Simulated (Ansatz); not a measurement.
What does this script print? It uses Ansatz's Python interface.

The script, `push_nbal3.py`:
```python
"""Energy and force of NbAl3 as one atom is pushed off its site."""

from dataclasses import dataclass
import warnings

import ansatz as az
import numpy as np


@dataclass(frozen=True)
class Options:
    width_ev: float = 0.1
    mesh: tuple[int, ...] = (8, 8, 8)
    functional: str = "r2scan"


opts = Options()

warnings.simplefilter("ignore", az.DeckWarning)

lattice = az.Lattice.of(
    (-1.916983, 1.916983, 4.29245),
    (1.916983, -1.916983, 4.29245),
    (1.916983, 1.916983, -4.29245),
)
sites = [
    ("Al", (0.5, 0.5, 0.0)),
    ("Al", (0.75, 0.25, 0.5)),
    ("Al", (0.25, 0.75, 0.5)),
    ("Nb", (0.0, 0.0, 0.0)),
]
nbal3 = az.Crystal(lattice=lattice)
for symbol, position in sites:
    nbal3 = nbal3.atom(symbol, position)

inverse = np.linalg.inv(np.array(nbal3.lattice.vectors))
home = np.array(nbal3.sites[2].position)
values = np.linspace(-0.02, 0.02, 5)
energies, pulls = [], []
for shift in values:
    moved = nbal3.move(2, to=home + shift * inverse[0])
    calc = (
        moved.calculation()
        .occupations(az.OccupationsMethod.GAUSSIAN, width=opts.width_ev)
        .kpoints(*opts.mesh)
        .functional(opts.functional)
        .basis(48 * az.Ry)
        .forces()
    )
    data = calc.run(threads=1).report
    energies.append(data["free_energy_ev"])
    pulls.append(data["forces_ev_ang"][2][0])

# the force is minus the slope of the free energy
print("shift (A)   dE (eV)   force along x (eV/A)")
for shift, e, f in zip(values, energies, pulls):
    print(f"{shift:8.3f} {e - energies[2]:10.5f} {f:12.4f}")
print(f"stiffness from energies {2 * np.polyfit(values, energies, 2)[0]:.3f}, from forces {-np.polyfit(values, pulls, 1)[0]:.3f} eV/A^2")
```

```console
$ python push_nbal3.py
shift (A)   dE (eV)   force along x (eV/A)
  -0.020    0.00169       0.1687
  -0.010    0.00042       0.0844
   0.000    0.00000      -0.0000
   0.010    0.00042      -0.0844
   0.020    0.00169      -0.1687
stiffness from energies 8.437, from forces 8.437 eV/A^2
```

The curvature of the energy gives 8.437 eV/Å² and the slope of the force 8.437 eV/Å², a positive curvature.

Reading the output:
- The mesh is modest for a metal, so energies can be off by several to tens of meV an atom and pressures by half a GPa or more; differences at equal mesh fare better.
- In a metal a curvature from energy changes of a few meV or less hangs on mesh and smearing, in size and even in sign.
- This cell is a computed structure, which may not be the phase found in nature.
- All periodic images of the atom move with it, so the curvature is one diagonal element of the zone-centre force constants and no normal mode; a positive value doesn't exclude soft modes in which several atoms move.
- Wall time of the script: 3.2 min on 1 thread of Arm Neoverse V1 (shared host), peak memory 0.89 GiB.
